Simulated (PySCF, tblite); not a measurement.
# C5H5NSi: geometry, infrared bands and NMR shifts

Wanted: the infrared bands and NMR shifts of C5H5NSi (`N#CC1=CC=C[SiH2]1`), by calculation.

The runs use tblite 0.8.0 and PySCF 2.14.0, with density-fitted response routines of our own; the level of theory stands in each step. All values are computed, except where a source is named. Atoms are numbered from 0 throughout.

### 1 The starting structure

12 atoms, charge 0, multiplicity 1; geometry from: force field or distance geometry start.

Bonds of the start (Å): N0–C1 1.17, C1–C2 1.40, C2–C3 1.35, C3–C4 1.46, C4–C5 1.35, C5–Si6 1.89, Si6–C2 1.86, C3–H7 1.09, C4–H8 1.08, C5–H9 1.08, Si6–H10 1.49, Si6–H11 1.48.

### 2 Geometry optimisation with GFN2-xTB

What the job is given:

```
{"job": {"kind": "relax", "xc": "GFN2-xTB", "basis": "xTB"}, "charge": 0, "multiplicity": 1}
N      3.390600     0.511500    -0.716300
C      2.253100     0.414200    -0.458900
C      0.905300     0.279700    -0.123000
C      0.108100     1.192400     0.479900
C     -1.269100     0.749700     0.687900
C     -1.550000    -0.482300     0.213200
Si    -0.013800    -1.273700    -0.562400
H      0.444700     2.165500     0.829800
H     -1.989900     1.389900     1.165500
H     -2.496100    -0.998400     0.256800
H      0.420000    -2.464600     0.216400
H     -0.201600    -1.484300    -2.014900
```

Launch:

```bash
$ OMP_NUM_THREADS=1 python probes_run.py task.json out
```

One launch serves the whole session: the jobs run in the order shown.

**Question.** This job is followed by: GFN2-xTB harmonic vibrations, gas phase; GIAO PBE0/pcSseg-1 NMR shielding, non-relativistic, gas phase. What will the session give for the following? strongest single infrared mode (GFN2-xTB); zero-point energy (GFN2-xTB); 13C shifts against TMS (PBE0/pcSseg-1); 1H shifts against TMS (PBE0/pcSseg-1, means over atoms taken as alike); 15N shifts against NH3 (PBE0/pcSseg-1); 29Si shifts against TMS (PBE0/pcSseg-1); surface potential, 1st and 99th percentile.

**Answer**, as computed:

```
                                                              quantity                                  value
                             strongest single infrared mode (GFN2-xTB)                  2292 cm⁻¹, 355 km/mol
                                          zero-point energy (GFN2-xTB)                          49.1 kcal/mol
                                13C shifts against TMS (PBE0/pcSseg-1)  167.8, 156.2, 141.9, 123.1, 118.1 ppm
1H shifts against TMS (PBE0/pcSseg-1, means over atoms taken as alike)             7.68, 7.44, 6.54, 4.75 ppm
                                15N shifts against NH3 (PBE0/pcSseg-1)                              331.2 ppm
                               29Si shifts against TMS (PBE0/pcSseg-1)                              -36.8 ppm
                                 surface potential, 1st and 99th percentile                     -1.91 V and 1.68 V
```

In words: Relaxing lowered the energy by 0.129 eV in 29 steps; the close pair that moved most is C2–Si6, from 1.858 to 1.905 Å. No mode is imaginary among the 30: a minimum at this level. Unscaled tight-binding wavenumbers are off by several per cent, some by more. Its intensities can rank the bands wrongly. At PBE0/pcSseg-1: Shielding is most anisotropic at N0 (span 386 ppm, paramagnetic term -404 ppm). By nearest atom (PBE0/pcSseg-1), the HOMO sits on C2, C5 about 24 % each; N0 16 % and the LUMO on C2, C3, C5 about 19 % each; C4 10 %.
